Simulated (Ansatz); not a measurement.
**C2H7ClN2OW: a ladder of functionals and wavefunction methods**

An exercise on one series of results from a longer session: the logs are not shown, and one member is left open.

Program: Ansatz 0.2.0, Gaussian basis. Level of theory: functionals in def2-TZVPP, the program's frozen cores in correlated methods. These are calculated values, not measurements.

Plan: LDA (SPW92), PBE-D4, revPBE-D4, BLYP-D4, r2SCAN-D4, B97M-V, PBE0-D4, B3LYP-D4, r2SCANh-D4, r2SCAN0-D4, HSE06-D4, BHLYP-D4, CAM-B3LYP-D4, LC-ωPBE, ωB97X-V, ωB97M-V, B2PLYP, PBE-QIDH; CCSD(T)/def2-SVP; MP2/def2-TZVPP; MP2/def2-QZVPP; RPA on PBE.

1 further run of the same task is left out (it didn't finish).

## The geometry

All runs share one geometry, relaxed beforehand with PBE0-D4 in a triple-zeta def2 set. W takes the def2 core potential; no spin-orbit term is included.

SMILES `C[N]=[W]([OH])([Cl])=[N]C`, 14 atoms, charge 0, spin multiplicity 1.

Atoms are counted from 1 here; the program's logs count them from 0.

Bond lengths: C1–N2 1.418 Å, C1–H8 1.095 Å, C1–H9 1.095 Å, C1–H10 1.095 Å, N2–W3 1.745 Å, W3–O4 1.904 Å, W3–Cl5 2.302 Å, W3–N6 1.744 Å, O4–H11 0.959 Å, N6–C7 1.416 Å, C7–H12 1.095 Å, C7–H13 1.095 Å, C7–H14 1.095 Å. Angles: N2–C1–H8 111.9°, N2–C1–H9 110.1°, N2–C1–H10 110.5°, H8–C1–H9 108.3°, H8–C1–H10 108.3°, H9–C1–H10 107.7°, C1–N2–W3 159.5°, N2–W3–O4 108.6°, N2–W3–Cl5 107.6°, N2–W3–N6 110.0°, O4–W3–Cl5 115.3°, O4–W3–N6 107.4°, Cl5–W3–N6 107.9°, W3–O4–H11 120.5°, W3–N6–C7 162.8°, N6–C7–H12 110.0°, N6–C7–H13 111.9°, N6–C7–H14 110.5° and more.

The first run:

Contents of in.yaml:

```yaml
crystal:
  periodic: [false, false, false]
  atoms:
    - {symbol: C, position_ang: [-1.454078, -1.011786, 1.600003]}
    - {symbol: N, position_ang: [-0.284121, -0.243372, 1.375115]}
    - {symbol: W, position_ang: [0.922520, 0.686225, 0.522791]}
    - {symbol: O, position_ang: [2.616322, -0.149237, 0.765835]}
    - {symbol: Cl, position_ang: [0.782030, 2.859273, 1.269590]}
    - {symbol: N, position_ang: [0.581038, 0.682961, -1.187157]}
    - {symbol: C, position_ang: [-0.025647, 0.449742, -2.445009]}
    - {symbol: H, position_ang: [-1.969033, -1.255852, 0.664726]}
    - {symbol: H, position_ang: [-2.149520, -0.458928, 2.240216]}
    - {symbol: H, position_ang: [-1.204916, -1.948066, 2.110320]}
    - {symbol: H, position_ang: [2.747743, -0.789901, 1.467735]}
    - {symbol: H, position_ang: [-0.267482, 1.402904, -2.927266]}
    - {symbol: H, position_ang: [-0.951536, -0.128178, -2.351366]}
    - {symbol: H, position_ang: [0.656681, -0.095775, -3.105542]}
basis:
  gaussian: {orbitals: def2-TZVPP}
hamiltonian: {xc: lda}
output: {orbitals: {seedname: orbitals}}
```

Among the steps run: LDA; PBE-D4 (GGA); revPBE-D4 (GGA); BLYP-D4 (GGA); r2SCAN-D4 (meta-GGA); B97M-V (meta-GGA); PBE0-D4 (hybrid); B3LYP-D4 (hybrid); r2SCANh-D4 (hybrid); r2SCAN0-D4 (hybrid); HSE06-D4 (hybrid); BHLYP-D4 (hybrid); CAM-B3LYP-D4 (range-separated); LC-ωPBE (range-separated); ωB97X-V (range-separated); ωB97M-V (range-separated); B2PLYP (double hybrid); PBE-QIDH (double hybrid).

One table of the session follows, with a row left open; its other results are not shown here.

It belongs to the step «Orbital energies across the functionals». 

| functional | HOMO (eV) | gap (eV) |
| --- | --- | --- |
| LDA (SPW92) | -5.96 | 3.85 |
| PBE-D4 | -5.81 | 3.93 |
| revPBE-D4 | -5.75 | 3.96 |
| BLYP-D4 | -5.68 | 3.90 |
| r2SCAN-D4 | -6.07 | 4.29 |
| B97M-V | -6.16 | 4.38 |
| PBE0-D4 | -7.07 | 5.96 |
| B3LYP-D4 | -6.85 | 5.52 |
| r2SCANh-D4 | -6.54 | 5.05 |
| r2SCAN0-D4 | -7.25 | 6.21 |
| HSE06-D4 | -6.67 | 5.19 |
| BHLYP-D4 | -8.24 | 8.04 |
| CAM-B3LYP-D4 | -8.37 | 8.31 |
| LC-ωPBE | -9.66 | 10.72 |
| ωB97X-V | -9.33 | 10.31 |
| ωB97M-V | ? | ? |

Estimate the missing values for ωB97M-V.

The run gave: HOMO (eV): -9.24; gap (eV): 10.16. In the column «HOMO (eV)» it lies between ωB97X-V (-9.33) and CAM-B3LYP-D4 (-8.37).
